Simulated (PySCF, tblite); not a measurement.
# C₆H₄Br radical: geometry, infrared bands and EPR parameters

What infrared bands and EPR parameters should C₆H₄Br radical (`Brc1c[c]ccc1`) show?

The runs use tblite 0.8.0 and PySCF 2.14.0, with density-fitted response routines of our own; the level of theory stands in each step. All values are computed, except where a source is named. Atoms count from 0, in the outputs and in this text.

### Step 1. The starting structure

11 atoms, charge 0, multiplicity 2; geometry from: force field or distance geometry start.

Bonds of the start (Å): Br0–C1 1.90, C1–C2 1.40, C2–C3 1.40, C3–C4 1.39, C4–C5 1.40, C5–C6 1.40, C6–C1 1.39, C2–H7 1.08, C4–H8 1.08, C5–H9 1.09, C6–H10 1.08.

### Step 2. Geometry optimisation with GFN2-xTB

The job: settings as JSON, then the geometry in Å.

```
{"job": {"kind": "relax", "xc": "GFN2-xTB", "basis": "xTB"}, "charge": 0, "multiplicity": 2}
Br     2.817900     1.312000     0.041400
C      1.146000     0.412100     0.007700
C      1.134200    -0.989300     0.032900
C     -0.099400    -1.643400     0.002700
C     -1.290600    -0.929100    -0.011600
C     -1.265800     0.466700    -0.033700
C     -0.036300     1.141300    -0.016500
H      2.049300    -1.559800     0.057400
H     -2.232700    -1.460700    -0.032000
H     -2.194300     1.029700    -0.050300
H     -0.022900     2.223100    -0.024000
```

The run is started by

```bash
$ OMP_NUM_THREADS=1 python probes_run.py task.json out
```

One launch serves the whole session: the jobs run in the order shown.

**Question.** This job is followed by: GFN2-xTB harmonic vibrations, gas phase; UKS B3LYP, def2-TZVP-core on Br, pcH-1 on C H, non-relativistic, mean-field spin-orbit, GIAO. What will the session give for the following? strongest single infrared mode (GFN2-xTB); zero-point energy (GFN2-xTB); g(iso) (B3LYP); ⟨S²⟩; largest a(iso); surface potential, 1st and 99th percentile.

The runs gave:

| quantity | value |
| --- | --- |
| strongest single infrared mode (GFN2-xTB) | 1601 cm⁻¹, 42 km/mol |
| zero-point energy (GFN2-xTB) | 46.8 kcal/mol |
| g(iso) (B3LYP) | 2.00459 |
| ⟨S²⟩ | 0.757 (exact 0.75) |
| largest a(iso) | 13C on C3, 399.8 MHz |
| surface potential, 1st and 99th percentile | -0.45 V and 1.13 V |

In words: Over 14 steps the energy fell by 0.092 eV; of the close pairs, C2–C3 changed most, 1.397 to 1.360 Å. No mode is imaginary among the 27: a minimum at this level. The strongest single mode, at 1601 cm⁻¹, is spread over several atoms, C3, C6, C4, C2 among them. GFN2-xTB is a fitted tight-binding method: band positions and strengths are rough. Its intensities can rank the bands wrongly. C3 carries the largest spin population, 1.00 e. The isotropic g lies 2.3 ppt above the free-electron value. The hyperfine terms hold no scalar relativity, which the heavier nuclei need.
